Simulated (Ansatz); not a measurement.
**Ge2H3 (doublet): wave-function methods side by side at a displaced geometry (v1), cc-pVDZ**

An exercise on one series of results from a longer session: the logs are not shown, and one member is left open.

The runs use Ansatz 0.2.0, Gaussian basis; cc-pVDZ, core rule «outside noble gas», up to 28 orbitals frozen.

To be run: UHF; CCSD(T) on ROHF; CCSD(T) on UHF; BCCD(T) on ROHF; CISD; CCSDT(Q) on ROHF; CCSDT(Q) on UHF.

19 further runs of the same task are left out: 6 that didn't finish, 13 set aside as unsound or not needed.

## What is computed

The geometry is a PBE0/def2-TZVP stationary point (not a proven minimum) with its atoms shifted at random (size 0.040 Å). No spin-orbit coupling is included. The filled d shell of Ge may be among the frozen orbitals whatever the setting's name suggests; the logs give the count.

5 atoms, charge 0, spin multiplicity 2.

Atoms are counted from 1 here; the program's logs count them from 0.

Bond lengths: Ge1–Ge2 2.500 Å, Ge1–H3 1.584 Å, Ge1–H4 1.542 Å, Ge1–H5 1.559 Å. Angles: Ge2–Ge1–H3 101.9°, Ge2–Ge1–H4 115.0°, Ge2–Ge1–H5 112.0°, H3–Ge1–H4 109.0°, H3–Ge1–H5 113.5°, H4–Ge1–H5 105.7°.

The first run:

in.yaml

```yaml
crystal:
  periodic: [false, false, false]
  atoms:
    - {symbol: Ge, position_ang: [-0.000857, 0.007770, 1.214003]}
    - {symbol: Ge, position_ang: [-0.001082, -0.008372, -1.286196]}
    - {symbol: H, position_ang: [1.548496, 0.050925, 1.540895]}
    - {symbol: H, position_ang: [-0.683161, 1.231606, 1.856684]}
    - {symbol: H, position_ang: [-0.725569, -1.239167, 1.805196]}
basis:
  gaussian: {orbitals: cc-pVDZ}
magnetization: {spin_polarized: true, initial_magnetization: 1}
hamiltonian: {xc: hf}
output: {orbitals: {seedname: orbitals}}
```

On the command line:

```sh
> ansatz run in.yaml --threads 1 --pin off --events-out ev --progress --plain --max-ram 2393MiB
```

Among the steps run: UHF; CCSD(T) on ROHF; CCSD(T) on UHF; BCCD(T) on ROHF; CISD; CCSDT(Q) on ROHF; CCSDT(Q) on UHF.

One of the session's tables, all rows but one given; the rest of the session is left out.

| method | from UCCSDT(Q) (kJ/mol) |
| --- | --- |
| ROHF | +538.8 |
| UHF | +529.9 |
| RMP2 | +124.3 |
| UMP2 | +126.2 |
| CISD | +61.3 |
| RCCSD | +16.9 |
| UCCSD | +16.5 |
| RCCSD(T) | +3.7 |
| UCCSD(T) | +3.5 |
| BCCD(T) | +3.7 |
| RCCSDT | +0.9 |
| UCCSDT | +0.6 |
| RCCSDT(Q) | ? |
| UCCSDT(Q) | 0 |

Estimate the missing values for RCCSDT(Q).

**Answer.** from UCCSDT(Q) (kJ/mol): +0.3. In the column «from UCCSDT(Q) (kJ/mol)» it lies between UCCSDT(Q) (0) and UCCSDT (+0.6).

Among the levels timed on like hardware and quicker than the yardstick, those that no quicker one beats, quickest first: CISD (7.5 s, +61.3 kJ/mol); RCCSD(T) (24 s, +3.7 kJ/mol); BCCD(T) (26 s, +3.7 kJ/mol); UCCSD(T) (35 s, +3.5 kJ/mol); RCCSDT(Q) (2 min, +0.3 kJ/mol).

Caveats from the session: Restricted and unrestricted rows rest on different reference determinants; where their highest levels disagree by more than a few hundredths of an eV, they describe different states and don't form one ladder.
